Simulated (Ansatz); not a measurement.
# LaAgS2: how the settings move a single-point run

How sensitive is a single-point run of LaAgS2 to its settings? A reference run comes first, then four runs with altered input. The cell is built on a prototype (ordering on rocksalt) and needn't be the phase found in nature.

Method: reference: DFT, HSE06, plane waves, PAW, in Ansatz 0.2.0.

4 further runs of the same task are left out: 1 for a known fault of the program, 3 that didn't finish.

## (1) The starting structure

Symmetry: R-3m, No. 166, trigonal system. Conventional cell: a = 4.260 Å, b = 4.260 Å, c = 17.788 Å, α = 90.00°, β = 90.00°, γ = 120.00°. Around Ag (site symmetry -3m) lie 6 S at 2.86 Å. La (site symmetry -3m) is surrounded by 6 S at 2.89 Å. S (site symmetry 3m) is surrounded by 3 Ag at 2.86 Å and 3 La at 2.89 Å.

Structure file:

```xyz
4
Lattice="2.1300 1.2298 5.9292 -2.1300 1.2298 5.9292 0.0000 -2.4596 5.9292" Properties=species:S:1:pos:R:3 pbc="T T T"
Ag    2.1300    1.2298    5.9292
La    0.0000    0.0000    8.8939
S     0.0000    0.0000    4.4789
S     0.0000    0.0000   13.3088
```

## (2) Baseline

Contents of input.yaml:

```yaml
crystal:
  lattice:
    - [2.1300357285, 1.2297767012, 5.9292429281]
    - [-2.1300357285, 1.2297767012, 5.9292429281]
    - [0.0, -2.4595534024, 5.9292429281]
  atoms:
    - { symbol: Ag, position: [1.0, 0.0, 0.0] }
    - { symbol: La, position: [0.5, 0.5, 0.5] }
    - { symbol: S, position: [0.2517964128, 0.2517964128, 0.2517964128] }
    - { symbol: S, position: [0.7482035872, 0.7482035872, 0.7482035872] }
kpoints:
  mp_grid: { grid: [4, 4, 4] }
hamiltonian:
  xc: hse06
scf:
  occupations: { method: fixed }
  n_extra_bands: 5
output:
  forces: true
  stress: true
  eigenvalues: true
```

Started as:

```sh
ansatz run input.yaml --threads 4 --pin off --max-ram 3686MiB --backend cpu --events-out ev --progress --plain --runs-dir out
```

## (3) Changed: xc wpbeh

Changes to input.yaml since step 2:

```diff
@@ -13,3 +13,3 @@
 hamiltonian:
-  xc: hse06
+  xc: wpbeh
 scf:
```

## (4) Changing settings: q_mesh [2, 2, 2]

Changes to input.yaml since step 2:

```diff
@@ -17,2 +17,3 @@
   n_extra_bands: 5
+  exx: { q_mesh: [2, 2, 2] }
 output:
```

## (5) Changed: ecutrho_ratio 8

Changes to input.yaml since step 2:

```diff
@@ -17,2 +17,3 @@
   n_extra_bands: 5
+  max_iter: 56
 output:
@@ -21 +22,3 @@
   eigenvalues: true
+basis:
+  ecutrho_ratio: 8
```

## (6) Variant: n_extra_bands 24

Changes to input.yaml since step 2:

```diff
@@ -16,3 +16,3 @@
   occupations: { method: fixed }
-  n_extra_bands: 5
+  n_extra_bands: 24
 output:
```

Q: Predict the outcome of this session. Wanted: for each run, ending; energy change; pressure; gap; force.

**Answer**, as computed:

```csv
run,ending,energy change,pressure (GPa),gap (eV),force (eV/Å),cycles,time
reference,converged,0,0.0,3.12,0.10,18,24 s
1: xc wpbeh,converged,not comparable,0.5,3.12,0.08,17,27 s
"2: q_mesh [2, 2, 2]",converged,-,0.0,3.12,0.10,18,34 s
3: ecutrho_ratio 8,converged,0.0 meV/atom,0.0,3.12,0.10,18,28 s
4: n_extra_bands 24,converged,0.0 meV/atom,0.0,3.12,0.10,16,25 s
```

Residual by cycle in the longest SCF loop of each run; runs are numbered as in the table. The quantity is the density residual dr2, in eV.

```csv
cycle,reference,run 1,run 2,run 3,run 4
1,0.173,0.178,0.173,0.173,0.194
2,0.0597,0.0616,0.0597,0.0596,0.0792
3,0.00395,0.00384,0.00395,0.00394,0.00455
4,0.00264,0.0025,0.00264,0.00265,0.00176
5,1.3e-4,1.6e-4,1.3e-4,1.3e-4,1.3e-4
6,8.9e-5,8.4e-5,8.9e-5,8.9e-5,3.6e-5
7,5.1e-5,3.6e-6,5.1e-5,5.1e-5,4.9e-7
8,2.2e-6,-,2.2e-6,2.2e-6,-
```

**Reading.** Of the converged runs whose energies compare with the reference's, none moves it noticeably. The gap of the reference lacks spin-orbit coupling, though the cell holds La.
